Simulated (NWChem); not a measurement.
**quartet CH6ClSi2 at 4 levels**

Aim: a comparison of 4 runs (UHF/STO-3G, UHF/3-21G, UB3LYP/6-31G*) of quartet CH6ClSi2. 

The calculation is run with NWChem 7.3.0.

## Step 1: The system as given

The species is CH6ClSi2 (10 atoms), meant as a quartet with charge 0. As SMILES of the parent species, `C[Si]([SiH3])Cl`. The shape is that of a PBE0-D4/def2-TZVP optimisation. That shape belongs to the parent species and isn't relaxed for this state.

Bond lengths: C1–Si2 1.872 Å, Si2–Si3 2.338 Å, Si2–Cl4 2.073 Å, C1–H5 1.093 Å, C1–H6 1.094 Å, C1–H7 1.092 Å, Si3–H8 1.485 Å, Si3–H9 1.490 Å, Si3–H10 1.489 Å. Some angles: C1–Si2–Si3 115.2°, C1–Si2–Cl4 108.2°, Si3–Si2–Cl4 108.6°, Si2–C1–H5 110.0°, Si2–C1–H6 110.4°, Si2–C1–H7 110.6°, Si2–Si3–H8 109.0°, Si2–Si3–H9 112.4°, Si2–Si3–H10 108.4°, H5–C1–H6 108.7°.

## Step 2: The energy at UHF/STO-3G (run 1)

The input, m1.nw:

```
start m1
title "CH6ClSi2 energy"
memory stack 880 mb heap 220 mb global 1100 mb
geometry units angstroms noautosym nocenter noautoz
   C    -0.817600    1.375900   -0.759000
   Si   -0.393400   -0.447400   -0.745400
   Si    1.253500   -1.073900    0.791400
   Cl   -2.123100   -1.512600   -0.330000
   H     0.078700    1.966200   -0.965000
   H    -1.223500    1.680800    0.209700
   H    -1.561600    1.592100   -1.528300
   H     1.490500   -2.535600    0.676400
   H     0.871400   -0.750900    2.195100
   H     2.508200   -0.345800    0.457800
end
basis spherical bse
   C library STO-3G
   Si library STO-3G
   Cl library STO-3G
   H library STO-3G
end
scf
   quartet
   uhf
   thresh 1e-08
   maxiter 80
end
task scf energy
```

Run with:

```
$ nwchem m1.nw > m1.out
```

Output:

```text
[...]
  functions       =    38
[...]
  wavefunction    = UHF
[...]
         Total SCF energy =  -1066.393721914518
      One electron energy =  -1995.607838921913
      Two electron energy =    671.824523329259
 Nuclear repulsion energy =    257.389593678136
                       Sz =      1.5000
                 Sz(Sz+1) =      3.7500
                      S^2 =      3.7533
[...]
```

Wall time 9.6 s (1 thread of AMD EPYC 9R45 (Zen 5), shared host); peak memory 0.099 GiB.

## Step 3: The energy at UHF/3-21G (run 2)

The input, ch6clsi2.nw:

```
start ch6clsi2
title "CH6ClSi2 energy"
memory total 2200 mb

geometry units angstrom noautosym nocenter noautoz
   C       -0.817600       1.375900      -0.759000
   Si      -0.393400      -0.447400      -0.745400
   Si       1.253500      -1.073900       0.791400
   Cl      -2.123100      -1.512600      -0.330000
   H        0.078700       1.966200      -0.965000
   H       -1.223500       1.680800       0.209700
   H       -1.561600       1.592100      -1.528300
   H        1.490500      -2.535600       0.676400
   H        0.871400      -0.750900       2.195100
   H        2.508200      -0.345800       0.457800
end

basis spherical bse
   * library 3-21G
end

scf
   quartet
   uhf
   thresh 1e-08
   maxiter 80
end

task scf energy
```

Run with:

```
$ nwchem ch6clsi2.nw > ch6clsi2.out
```

Output:

```text
[...]
  functions       =    60
[...]
  wavefunction    = UHF
[...]
         Total SCF energy =  -1072.991643324709
      One electron energy =  -1997.504223860245
      Two electron energy =    667.122986857399
 Nuclear repulsion energy =    257.389593678136
                       Sz =      1.5000
                 Sz(Sz+1) =      3.7500
                      S^2 =      3.7592
[...]
```

It took 6.3 s on 1 thread of AMD EPYC 9R45 (Zen 5), shared host; peak memory 0.098 GiB.

Run 3 isn't shown in full; the table further down has it.

## Step 4: The energy at UB3LYP/6-31G(d) (Cartesian functions) (run 4)

The input, work.nw:

```
start work
title "CH6ClSi2"
memory total 2200 mb

geometry noautosym nocenter noautoz
C     -0.817600     1.375900    -0.759000
Si    -0.393400    -0.447400    -0.745400
Si     1.253500    -1.073900     0.791400
Cl    -2.123100    -1.512600    -0.330000
H      0.078700     1.966200    -0.965000
H     -1.223500     1.680800     0.209700
H     -1.561600     1.592100    -1.528300
H      1.490500    -2.535600     0.676400
H      0.871400    -0.750900     2.195100
H      2.508200    -0.345800     0.457800
end

basis "ao basis" cartesian
* library 6-31G*
end

dft
xc b3lyp
mult 4
grid xfine
convergence energy 1e-08
maxiter 100
mulliken
print medium
end

task dft energy
```

Run with:

```
$ nwchem work.nw > work.out
```

Output:

```text
[...]
          Wavefunction type:  spin polarized.
          No. of atoms     :    10
          No. of electrons :    57
[...]
          Charge           :     0
          Spin multiplicity:     4
[...]
          AO basis - number of functions:    84
[...]
              XC Information
              --------------
                         B3LYP Method XC Potential
                     Hartree-Fock (Exact) Exchange  0.200
                        Slater Exchange Functional  0.800 local
                    Becke 1988 Exchange Functional  0.720 non-local
              Lee-Yang-Parr Correlation Functional  0.810
                  VWN I RPA Correlation Functional  0.190 local
[...]
 d= 0,ls=0.0,diis     1  -1080.6215678039 -1.34D+03  1.60D-02  1.50D-01     4.0
[...]
 d= 0,ls=0.0,diis    15  -1080.6897516061 -3.73D-09  7.69D-06  7.92D-11    55.1
[...]
         Total DFT energy =    -1080.689751606089
      One electron energy =    -2004.700661064428
           Coulomb energy =      744.377307111850
    Exchange-Corr. energy =      -77.755991331646
 Nuclear repulsion energy =      257.389593678136
[...]
      Total Density - Mulliken Population Analysis
     ---------------------------------------------
    Atom       Charge   Shell Charges
 -----------   ------   -------------------------------------------------------
    1 C    6     6.61   1.99  0.68  2.11  0.68  1.12  0.03
    2 Si  14    14.04   2.00  1.99  5.96  1.12  1.74  0.32  0.78  0.13
    3 Si  14    13.80   2.00  1.99  5.96  1.07  1.88  0.28  0.46  0.15
    4 Cl  17    17.05   2.00  1.99  5.97  1.48  3.58  0.47  1.59 -0.03
    5 H    1     0.79   0.52  0.27
    6 H    1     0.80   0.52  0.29
    7 H    1     0.80   0.51  0.28
    8 H    1     1.03   0.51  0.53
    9 H    1     1.04   0.50  0.54
   10 H    1     1.04   0.51  0.53
[...]
      <S2> =      3.7530 (Exact =     3.7500)
[...]
```

Run time: 56 s. Hardware: 1 thread of AMD EPYC 9R45 (Zen 5), shared host; peak memory 0.15 GiB.

## Step 5: The series

| run | level | iteration cap | module | energy (Eh) | dipole moment (D) | HOMO energy (eV) | ⟨S²⟩ | wall time |
| --- | --- | --- | --- | --- | --- | --- | --- | --- |
| 1 | UHF/STO-3G | 80 | scf | -1066.393722 | 3.86 | 0.03 | 3.753 | 9.6 s |
| 2 | UHF/3-21G | 80 | scf | -1072.991643 | 3.38 | -3.90 | 3.759 | 6.3 s |
| 3 | UB3LYP/6-31G* (spherical functions) | 100 | dft | -1080.682100 | 2.10 | -1.89 | 3.753 | 53 s |
| 4 | UB3LYP/6-31G* (Cartesian functions) | 100 | dft | -1080.689752 | 2.10 | -1.90 | 3.753 | 56 s |

## Step 6: Outcome

```
                                 quantity           value
                      run 4: total energy  -1080.68975 Eh
                     run 4: dipole moment          2.10 D
run 4: HOMO energy (highest over α and β)        -1.90 eV
                              run 4: ⟨S²⟩           3.753
```

What this shows: The dipole moment (its size) runs from 2.10 D (UB3LYP/6-31G*) to 3.86 D (UHF/STO-3G). The two ends differ in method and basis. In run 1 the basis is minimal, so the values are rough. All runs together took 2.1 min, the longest 56 s.
